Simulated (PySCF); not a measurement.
# SnCl: bond curves at several levels of theory

An exercise on one series of results from a longer session: the logs are not shown, and one member is left open.

Program: PySCF 2.14.0. Level of theory: Sn x2c-SVPall, Cl x2c-SVPall, spin-free X2C with a Gaussian nucleus. These are calculated values, not measurements.

Set-up of the first run:

Settings of the job:

```
atoms                         : Sn, Cl
charge                        : 0
basis                         : Sn x2c-SVPall, Cl x2c-SVPall
Hamiltonian                   : spin-free X2C with a Gaussian nucleus
basis functions               : 54
electrons treated             : 67
masses in u                   : 119.9022, 34.9689
levels                        : PBE0, PBE, r²SCAN, BHandHLYP, TPSS, M06-L, CAM-B3LYP, HF, MP2, SCS-MP2, CCSD, CCSD(T)
grid                          : 80 radial by 434 angular points
occupations                   : held fixed by the projection of orbital angular momentum
dissociation limit            : Sn + Cl, each in its ground configuration
starting distance in angstrom : 2.320
values of 2S to try           : 1, 3
```

Launch:

```
> OMP_NUM_THREADS=1 python dia.py task.json out
```

Among the steps run: Set-up; The PBE0 curve of the state that the search chose; Excited determinants; PBE; r²SCAN; BHandHLYP (global hybrid GGA); TPSS (meta-GGA); M06-L; CAM-B3LYP (range-separated hybrid); UHF (mean field); MP2 and coupled cluster.

One of the session's tables, all rows but one given; the rest of the session is left out.

```
      level  Re (Å)  ωe (cm⁻¹)  De (eV)
        UHF       ?          ?        ?
    UHF-MP2   2.385        368     3.44
UHF-SCS-MP2   2.393        362     3.35
   UHF-CCSD   2.394        361     3.24
UHF-CCSD(T)   2.396        360     3.34
        PBE   2.406        347     4.08
       TPSS   2.405        349     4.03
     r²SCAN   2.392        357     3.91
      M06-L   2.410        346     4.17
       PBE0   2.387        360     3.87
  BHandHLYP   2.390        360     3.59
  CAM-B3LYP   2.383        363     3.77
```

Estimate the missing values for UHF.

**Answer.** Re (Å): 2.403; ωe (cm⁻¹): 355; De (eV): 2.51. In the column «Re (Å)» it lies between UHF-CCSD(T) (2.396) and TPSS (2.405).
